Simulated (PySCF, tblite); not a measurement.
# C5H9ClGeO: geometry, infrared bands and NMR shifts

Wanted: the infrared bands and NMR shifts of C5H9ClGeO (`CC(=O)[C@@H]1C[C@H](Cl)[GeH2]1`), by calculation.

Programs: tblite 0.8.0 and PySCF 2.14.0, with density-fitted response routines of our own. Each step states its level of theory. These are calculated values for one molecule in the gas phase, unless marked as measured. Atoms are numbered from 0 throughout.

**1. Starting geometry**

17 atoms, charge 0, multiplicity 1; geometry from: force field or distance geometry start.

Bonds of the start (Å): C0–C1 1.52, C1–O2 1.21, C1–C3 1.51, C3–C4 1.54, C4–C5 1.54, C5–Cl6 1.78, C5–Ge7 1.95, Ge7–C3 1.93, C0–H8 1.11, C0–H9 1.10, C0–H10 1.11, C3–H11 1.12, C4–H12 1.11, C4–H13 1.10, C5–H14 1.11, Ge7–H15 1.55, Ge7–H16 1.55.

**2. Geometry optimisation with GFN2-xTB**

The job: settings as JSON, then the geometry in Å.

```
{"job": {"kind": "relax", "xc": "GFN2-xTB", "basis": "xTB"}, "charge": 0, "multiplicity": 1}
C      2.386000    -0.714000     0.876500
C      1.210900    -0.480800    -0.052900
O      1.334000    -0.797600    -1.217700
C     -0.074000     0.121200     0.458900
C     -1.316100    -0.722900     0.132100
C     -2.002500     0.314600    -0.776200
Cl    -2.111000    -0.217100    -2.474400
Ge    -0.609500     1.665200    -0.568400
H      2.146800    -0.392300     1.914300
H      3.249800    -0.134500     0.521200
H      2.631900    -1.792700     0.889900
H     -0.040500     0.361300     1.551300
H     -1.084400    -1.666500    -0.399600
H     -1.919200    -0.923900     1.030100
H     -2.976600     0.665500    -0.366100
H     -1.062600     2.854300     0.323600
H      0.229900     1.872300    -1.852600
```

Command:

```sh
$ OMP_NUM_THREADS=1 python probes_run.py task.json out
```

The driver reads the jobs from task.json and runs them one after another.

The log of the run:

```text
step      E/eV     max force
  0    -701.35909    2.875
  1    -701.54077    0.880
  2    -701.61340    0.729
  3    -701.65882    0.673
  4    -701.69780    0.622
  5    -701.74257    0.458
  6    -701.76313    0.316
  7    -701.77634    0.282
  8    -701.78399    0.233
  9    -701.78889    0.204
 10    -701.79201    0.179
 11    -701.79472    0.140
 12    -701.79715    0.109
 13    -701.79917    0.131
 14    -701.80083    0.140
 15    -701.80226    0.112
 16    -701.80337    0.104
 17    -701.80404    0.061
 18    -701.80441    0.046
 19    -701.80472    0.049
 20    -701.80514    0.063
 21    -701.80576    0.078
 22    -701.80651    0.083
 23    -701.80722    0.060
 24    -701.80785    0.059
 25    -701.80853    0.065
 26    -701.80936    0.090
 27    -701.81022    0.085
 28    -701.81086    0.056
 29    -701.81124    0.058
 30    -701.81152    0.047
 31    -701.81181    0.040
 32    -701.81210    0.038
 33    -701.81235    0.053
 34    -701.81257    0.054
 35    -701.81278    0.040
 36    -701.81295    0.028
 37    -701.81310    0.028
 38    -701.81324    0.036
 39    -701.81342    0.044
 40    -701.81368    0.057
 41    -701.81407    0.058
 42    -701.81463    0.055
 43    -701.81542    0.069
 44    -701.81642    0.081
 45    -701.81751    0.103
 46    -701.81860    0.104
 47    -701.81967    0.108
 48    -701.82089    0.097
 49    -701.82252    0.132
 50    -701.82461    0.163
 51    -701.82690    0.143
 52    -701.82874    0.167
 53    -701.82532    0.312
 54    -701.83218    0.141
 55    -701.83400    0.136
 56    -701.83969    0.358
 57    -701.84520    0.149
 58    -701.84820    0.143
 59    -701.84430    0.579
 60    -701.85590    0.122
 61    -701.85880    0.138
 62    -701.86307    0.363
 63    -701.86734    0.120
 64    -701.86979    0.114
 65    -701.87644    0.158
 66    -701.87945    0.153
 67    -701.88363    0.136
 68    -701.88634    0.118
 69    -701.88811    0.109
 70    -701.88934    0.132
 71    -701.89072    0.091
 72    -701.89206    0.069
 73    -701.89389    0.070
 74    -701.89594    0.083
 75    -701.89742    0.089
 76    -701.89862    0.072
 77    -701.89956    0.062
 78    -701.90017    0.053
 79    -701.90073    0.052
 80    -701.90140    0.064
 81    -701.90207    0.056
 82    -701.90259    0.052
 83    -701.90297    0.040
 84    -701.90324    0.031
 85    -701.90342    0.031
 86    -701.90355    0.023
 87    -701.90363    0.017
 88    -701.90368    0.015
 89    -701.90374    0.015
 90    -701.90381    0.019
 91    -701.90390    0.022
 92    -701.90398    0.020
 93    -701.90404    0.016
 94    -701.90410    0.019
 95    -701.90416    0.020
 96    -701.90422    0.018
 97    -701.90428    0.015
 98    -701.90432    0.016
 99    -701.90436    0.017
100    -701.90442    0.017
101    -701.90448    0.020
102    -701.90455    0.020
103    -701.90461    0.020
104    -701.90468    0.022
105    -701.90476    0.021
106    -701.90484    0.017
107    -701.90491    0.019
108    -701.90498    0.021
109    -701.90507    0.030
110    -701.90522    0.038
111    -701.90541    0.039
112    -701.90562    0.046
113    -701.90582    0.046
114    -701.90601    0.035
115    -701.90621    0.034
116    -701.90638    0.024
117    -701.90644    0.040
118    -701.90655    0.025
119    -701.90662    0.022
120    -701.90674    0.016
121    -701.90678    0.020
122    -701.90685    0.020
123    -701.90689    0.015
124    -701.90693    0.009
```

Run time: 1.1 s. Hardware: 1 thread of Arm Neoverse V1, shared host.

The steps of the relaxation: (not every step is listed)

```
step  energy from step 0 (eV)  largest force (eV/Å)
   0                   0.0000                2.8748
   1                  -0.1817                0.8798
   2                  -0.2543                0.7291
   3                  -0.2997                0.6728
   4                  -0.3387                0.6220
   5                  -0.3835                0.4575
   6                  -0.4040                0.3164
   7                  -0.4172                0.2823
   8                  -0.4249                0.2330
  19                  -0.4456                0.0490
  30                  -0.4524                0.0467
  41                  -0.4550                0.0575
  52                  -0.4697                0.1668
  63                  -0.5082                0.1197
  74                  -0.5368                0.0830
  85                  -0.5443                0.0313
  96                  -0.5451                0.0181
 107                  -0.5458                0.0188
 118                  -0.5475                0.0248
 119                  -0.5475                0.0218
 120                  -0.5476                0.0158
 121                  -0.5477                0.0198
 122                  -0.5478                0.0196
 123                  -0.5478                0.0149
 124                  -0.5478                0.0090
```

Distances of close pairs at the start and the end, largest changes first:

```
   bond  before (Å)  after (Å)  change (Å)
 C3–Ge7       1.930      2.023      +0.092
 C5–Ge7       1.951      2.003      +0.052
Ge7–H16       1.548      1.497      -0.051
Ge7–H15       1.554      1.520      -0.034
 C3–H11       1.119      1.089      -0.030
  C0–H8       1.113      1.088      -0.024
 C5–H14       1.114      1.090      -0.023
  C1–C3       1.508      1.489      -0.019
```

The final coordinates are the input of the step that follows.

**3. Infrared spectrum with GFN2-xTB**

The job: settings as JSON, then the geometry in Å.

```
{"job": {"kind": "ir", "xc": "GFN2-xTB", "basis": "xTB"}, "charge": 0, "multiplicity": 1}
C      2.360408    -0.601503     1.087613
C      1.329736    -0.468076    -0.002123
O      1.578024    -0.662967    -1.170301
C     -0.026149    -0.022828     0.423034
C     -1.186455    -0.796193    -0.239317
C     -2.148445     0.336607    -0.611233
Cl    -3.062327     0.052463    -2.103651
Ge    -0.609640     1.618696    -0.604653
H      2.443299     0.341001     1.625793
H      3.325479    -0.869884     0.666313
H      2.045560    -1.368743     1.792392
H     -0.132073     0.044217     1.504936
H     -0.809512    -1.266109    -1.148773
H     -1.625507    -1.565768     0.396051
H     -2.881615     0.523500     0.173634
H     -0.719610     2.955800     0.109035
H      0.111830     1.761817    -1.908659
```

The log of the run:

```text
mode    cm-1     km/mol
  1      22.2      5.13
  2      49.5      0.81
  3     111.6      3.21
  4     124.9      0.51
  5     141.5      2.87
  6     236.9      4.50
  7     272.4      1.14
  8     329.8      2.52
  9     369.1     11.87
 10     416.2     19.64
 11     444.0      3.06
 12     522.5    114.33
 13     541.6    107.24
 14     567.3     24.15
 15     598.0      3.65
 16     642.3     37.20
 17     745.4    140.84
 18     793.5     77.95
 19     860.3     11.20
 20     937.9     18.60
 21     970.7     22.68
 22     982.9     16.58
 23    1020.5      0.78
 24    1041.8      8.46
 25    1044.9      4.70
 26    1111.4     11.78
 27    1141.1     43.71
 28    1169.7    169.19
 29    1219.7      5.61
 30    1268.9     83.41
 31    1299.0     57.34
 32    1364.9     37.84
 33    1451.6      9.48
 34    1459.1     11.10
 35    1467.0      8.30
 36    1731.1    227.88
 37    1845.5    348.39
 38    2037.2    291.58
 39    2934.7      9.54
 40    2969.0     16.40
 41    2983.9     44.97
 42    2988.6     17.47
 43    3019.8     12.12
 44    3025.7      6.22
 45    3055.6     12.37
```

Wall time 0.72 s (1 thread of Arm Neoverse V1, shared host).

The strongest bands and the atoms that carry them (share of the mass-weighted mode):

```
cm⁻¹  km/mol                                  atoms
 522   114.3            H16 26 %, H15 22 %, C1 13 %
 542   107.2            H15 26 %, C1 19 %, H16 12 %
 745   140.8            H16 37 %, H15 32 %, C5 21 %
1170   169.2  C1 29 %, H14 14 %, H12 13 %, H11 13 %
1269    83.4  H13 22 %, H12 19 %, H11 15 %, C4 14 %
1731   227.9                       C1 61 %, O2 36 %
1846   348.4                               H15 92 %
2037   291.6                               H16 92 %
```

**4. NMR shieldings: PBE0/pcSseg-1**

Settings changed since step 3:

```diff
@@ -1,2 +1,2 @@
-{"job": {"kind": "ir", "xc": "GFN2-xTB", "basis": "xTB"}, "charge": 0, "multiplicity": 1}
+{"job": {"kind": "nmr", "xc": "PBE0", "basis": "pcSseg-1"}, "charge": 0, "multiplicity": 1}
 C      2.360408    -0.601503     1.087613
```

With the program's defaults for keys left out, this is: GIAO PBE0/pcSseg-1 NMR shielding, non-relativistic, gas phase.

The log of the run:

```text
coarse grid: 67064 points
cycle   1  E = -2807.1722904090  dE =  4.117e-01  |g| = 1.167e+00  |ddm| = 3.914e+00
cycle   2  E = -2806.7308364155  dE =  4.415e-01  |g| = 1.869e+00  |ddm| = 3.090e+00
cycle   3  E = -2807.3197681409  dE = -5.889e-01  |g| = 4.194e-01  |ddm| = 2.620e+00
cycle   4  E = -2807.3504698382  dE = -3.070e-02  |g| = 9.191e-02  |ddm| = 3.788e-01
cycle   5  E = -2807.3516321723  dE = -1.162e-03  |g| = 2.219e-02  |ddm| = 8.966e-02
cycle   6  E = -2807.3517406886  dE = -1.085e-04  |g| = 7.508e-03  |ddm| = 2.945e-02
cycle   7  E = -2807.3517529719  dE = -1.228e-05  |g| = 2.067e-03  |ddm| = 8.645e-03
cycle   8  E = -2807.3517538724  dE = -9.005e-07  |g| = 6.957e-04  |ddm| = 2.434e-03
final grid: 140384 points
cycle   9  E = -2807.3517253718  dE =  1.517e-07  |g| = 1.240e-03  |ddm| = 3.232e-03
cycle  10  E = -2807.3517245145  dE =  8.573e-07  |g| = 2.395e-03  |ddm| = 3.320e-03
cycle  11  E = -2807.3517256992  dE = -1.185e-06  |g| = 1.928e-04  |ddm| = 2.234e-03
cycle  12  E = -2807.3517257072  dE = -8.034e-09  |g| = 2.330e-05  |ddm| = 1.654e-04
cycle  13  E = -2807.3517257073  dE = -1.014e-10  |g| = 5.802e-06  |ddm| = 2.494e-05
converged SCF energy = -2807.3517257073

GIAO shielding tensors (ppm)
atom      isotropic    diamagn.    paramagn.     s11        s22        s33       span
  0 C      154.074     251.441     -97.367    132.157    137.761    192.304     60.147
  1 C      -26.297     247.846    -274.143   -114.474    -68.203    103.785    218.259
  2 O     -303.906     402.176    -706.081   -851.921   -408.584    348.788   1200.709
  3 C      143.968     254.014    -110.047    112.666    147.049    172.187     59.521
  4 C      144.570     247.327    -102.757    122.646    141.667    169.398     46.752
  5 C      136.079     251.630    -115.551    100.380    136.170    171.686     71.306
  6 Cl     792.781    1145.138    -352.357    582.305    745.063   1050.976    468.672
  7 Ge    1392.255    2756.104   -1363.850   1285.355   1395.815   1495.595    210.240
  8 H       29.509      29.705      -0.196     26.150     29.628     32.749      6.599
  9 H       29.730      27.975       1.754     25.924     27.682     35.582      9.658
 10 H       29.476      29.387       0.089     26.037     29.188     33.202      7.166
 11 H       28.746      34.593      -5.847     24.680     27.511     34.047      9.368
 12 H       28.490      30.806      -2.316     25.742     28.919     30.809      5.067
 13 H       28.884      30.643      -1.758     24.098     27.746     34.810     10.712
 14 H       27.580      30.438      -2.858     22.070     28.665     32.005      9.935
 15 H       26.463      28.954      -2.490     20.459     21.089     37.841     17.382
 16 H       26.905      28.928      -2.023     21.740     22.542     36.433     14.693
```

Run time: 60 s. Hardware: 1 thread of Arm Neoverse V1, shared host; peak memory 0.93 GiB.

Shifts follow as δ = σ(reference) − σ, with reference shieldings (ppm) from runs at the same level and on the same kind of geometry: 1H TMS 31.72, 13C TMS 186.9, 17O H2O 336.1, 73Ge GeMe4 1331, 35Cl HCl 950. The references are single molecules in the gas phase, so shifts against H2O, NH3, PH3, H3PO4 or CFCl3 are not on the usual liquid scales and can be off by tens of ppm. Atoms listed in one row are averaged.

| atoms | environment | σ (ppm) | δ (ppm) |
| --- | --- | --- | --- |
| C1 | ketone carbonyl carbon | -26.3 | 213.2 |
| C5 | sp3 CH bonded to Cl and Ge | 136.1 | 50.8 |
| C3 | sp3 CH bonded to Ge, α to a carbonyl | 144.0 | 43.0 |
| C4 | sp3 CH2 in a ring | 144.6 | 42.4 |
| C0 | methyl carbon α to a carbonyl | 154.1 | 32.9 |
| H15 | hydrogen on a germanium bonded to 2 C, in a 4-membered ring | 26.46 | 5.25 |
| H16 | hydrogen on a germanium bonded to 2 C, in a 4-membered ring | 26.91 | 4.81 |
| H14 | hydrogen on an sp3 CH bonded to Cl and Ge | 27.58 | 4.14 |
| H12 | hydrogen on an sp3 CH2 in a ring | 28.49 | 3.23 |
| H11 | hydrogen on an sp3 CH bonded to Ge, α to a carbonyl | 28.75 | 2.97 |
| H13 | hydrogen on an sp3 CH2 in a ring | 28.88 | 2.83 |
| H8, H9, H10 | hydrogen on a methyl carbon α to a carbonyl | 29.57 | 2.15 |
| O2 | ketone oxygen | -303.9 | 640.0 |
| Cl6 | chlorine bonded to C | 793 | 157 |
| Ge7 | germanium bonded to 2 C, 2 H, in a 4-membered ring | 1392 | -61 |

The run also stored atomic charges by several schemes (e):

| atoms | Mulliken | IAO | Hirshfeld | ESP fit |
| --- | --- | --- | --- | --- |
| C0 | -0.24 | -0.47 | -0.12 | -0.55 |
| C1 | 0.25 | 0.39 | 0.16 | 0.65 |
| O2 | -0.37 | -0.44 | -0.24 | -0.51 |
| C3 | -0.57 | -0.39 | -0.11 | -0.34 |
| C4 | -0.05 | -0.26 | -0.08 | 0.00 |
| C5 | -0.45 | -0.33 | -0.08 | -0.29 |
| Cl6 | -0.11 | -0.10 | -0.08 | -0.14 |
| Ge7 | 0.51 | 0.63 | 0.36 | 0.39 |

Mayer bond orders: C0–C1 1.02, C1–O2 1.99, C1–C3 0.89, C3–C4 0.94, C4–C5 0.93, C5–Cl6 0.98, C5–Ge7 0.86, Ge7–C3 0.85.

Ring of atoms C3, C4, C5, Ge7: NICS(0) -3.1, NICS(1) -1.9, NICS(1)zz 3.7 ppm (means of both faces; NICS(1) differs between them: -3.3 and -0.5).

The two faces differ (NICS(1)zz 6.4 and 0.9 ppm).

The fields below are evaluated on a grid from the run's orbitals.

Frontier orbitals at PBE0/pcSseg-1, with the share of their density that lies nearest to each atom:

```csv
orbital,energy (eV),lies on
HOMO,-7.29,O2 51 %; C3 11 %; C0 9 %
LUMO,-0.76,C1 32 %; O2 20 %; Ge7 14 %
```

ELF in a plane through or near 5 of the atoms.

Ten even steps from ' ' (0.00) to '@' (0.99):
```
                                                        
                                                        
                                                        
                                                        
                            --##%%==                    
                          ..##@@@@%%..                  
            ==**++..        ##@@@@##..    ..::::        
          ::%%@@@@==    ..::==++==++--....--++++--      
          ::##@@@@++::==++**%%**::@@**++==--**##++::    
        ..--++::..****####--==##--**##::++--++**++::    
        ::==++--::******##::++++..##++++==..--++--..    
          ..++%%%%++..::++%%%%::..--%%##--  ......      
            ==%%%%--    ::++::==**----==..              
              ::::        ::::..--..--::                
                          ..--==++**==..                
                            ::**%%##++..                
                              ::====::                  
                                                        
                                                        
                                                        
```
The map spans 12.3 Å across and 10.4 Å up, centred on the molecule. Atoms in the plane (x, y in Å): C0 (-2.7, 0.0), C3 (-0.1, 0.1), C4 (1.0, 1.1), C5 (2.2, 0.2), Ge7 (1.1, -1.4).

log10 of the density (e/Å³) in the same plane.

Ten even steps from '0' (-4.0) to '9' (2.3):
```
0000000000000000000000000000
0000000000000000000000000000
0000000000000000000000000000
0000000000000112211000000000
0000000000001233432111100000
0000012222122345543222221000
0000123333223456654333332111
0001234554444556665444443211
0012345665555666766655543311
0012356676666766668765543310
0012356676666766566655443210
0012345665555566666544332200
0001234444334557975443221000
0000122333233456765432110000
0000011221123345554332100000
0000000000012344544321000000
0000000000001233333211000000
0000000000000112221100000000
0000000000000001111000000000
0000000000000000000000000000
```
The map spans 12.3 Å across and 10.4 Å up, centred on the molecule. Atoms in the plane (x, y in Å): C0 (-2.7, 0.0), C3 (-0.1, 0.1), C4 (1.0, 1.1), C5 (2.2, 0.2), Ge7 (1.1, -1.4).

On the surface of density 0.002 e/bohr³ the electrostatic potential runs, from the 1st to the 99th percentile, from -1.69 V near O2 to 1.41 V near Ge7.

**5. Summary of results**

| quantity | value |
| --- | --- |
| strongest single infrared mode (GFN2-xTB) | 1846 cm⁻¹, 348 km/mol |
| zero-point energy (GFN2-xTB) | 76.2 kcal/mol |
| 13C shifts against TMS (PBE0/pcSseg-1) | 213.2, 50.8, 43.0, 42.4, 32.9 ppm |
| 1H shifts against TMS (PBE0/pcSseg-1, means over atoms taken as alike) | 5.25, 4.81, 4.14, 3.23, 2.97, 2.83, 2.15 ppm |
| 17O shifts against H2O (PBE0/pcSseg-1) | 640.0 ppm |
| 35Cl shifts against HCl (PBE0/pcSseg-1) | 157 ppm |
| 73Ge shifts against GeMe4 (PBE0/pcSseg-1) | -61 ppm |
| surface potential, 1st and 99th percentile | -1.69 V and 1.41 V |

**Reading.** The optimisation took 124 steps and gained 0.548 eV; among the close pairs (by a distance rule), C3–Ge7 changed most, from 1.930 to 2.023 Å. No mode is imaginary among the 45: a minimum at this level. The strongest single mode, at 1846 cm⁻¹, moves mainly H15. GFN2-xTB is a fitted tight-binding method: band positions and strengths are rough. Its intensities can rank the bands wrongly. The most deshielded carbon is C1 (ketone carbonyl carbon), at 213.2 ppm: low-lying n→π* states of the double bond to the heteroatom give a large paramagnetic term (-274 ppm). At PBE0/pcSseg-1: Shielding is most anisotropic at O2 (span 1201 ppm, paramagnetic term -706 ppm). By nearest atom (PBE0/pcSseg-1), the HOMO sits on O2 51 %; C3 11 % and the LUMO on C1 32 %; O2 20 %. Spin-orbit coupling is left out, which matters for shieldings and couplings at and beside the heavy atoms.
